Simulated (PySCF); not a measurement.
# CH10BNSi: the cost of one run

Programs: PySCF 2.14.0, with density-fitted response routines of our own. Each step states its level of theory. These are calculated values for one molecule in the gas phase, unless marked as measured. Atoms are numbered from 0 throughout.

## (1) The starting structure

14 atoms, charge 0, multiplicity 1; geometry from: GFN2-xTB. The atoms were then displaced at random by about 0.01 Å, so the start is not that level's minimum.

Bonds of the start (Å): C0–N1 1.43, N1–B2 1.64, B2–Si3 2.00, C0–H4 1.11, C0–H5 1.10, C0–H6 1.08, N1–H7 1.00, N1–H8 1.01, B2–H9 1.22, B2–H10 1.20, Si3–H11 1.50, Si3–H12 1.50, Si3–H13 1.42.

## (2) Geometry optimisation at PBE0-D3(BJ)/def2-SVP

The job: settings as JSON, then the geometry in Å.

```
{"job": {"xc": "PBE0", "basis": "def2-SVP", "d3": "d3bj", "grid": 1, "shake": 0.01, "kind": "geom"}, "charge": 0, "multiplicity": 1}
C     -1.597750     0.118540    -0.132200
N     -0.861880    -0.375080     0.995810
B      0.594120     0.347430     1.223440
Si     1.775640    -0.050290    -0.340840
H     -1.766490     1.208070    -0.017510
H     -2.595520    -0.337660    -0.233180
H     -1.036870    -0.015910    -1.047490
H     -1.368990    -0.244860     1.853390
H     -0.671790    -1.356750     0.892620
H      1.008690    -0.148890     2.258730
H      0.358100     1.504730     1.410650
H      1.524520    -1.441160    -0.828640
H      1.445470     0.740280    -1.577150
H      3.185600     0.036460    -0.185370
```

The run is started by

```bash
$ OMP_NUM_THREADS=1 python probes_run.py task.json out
```

The driver reads the jobs from task.json and runs them one after another.

**Question.** How long does this first job take on 1 thread of Arm Neoverse V1, shared host, and how much memory does it need?

About 41 s, with a peak of 0.46 GiB.
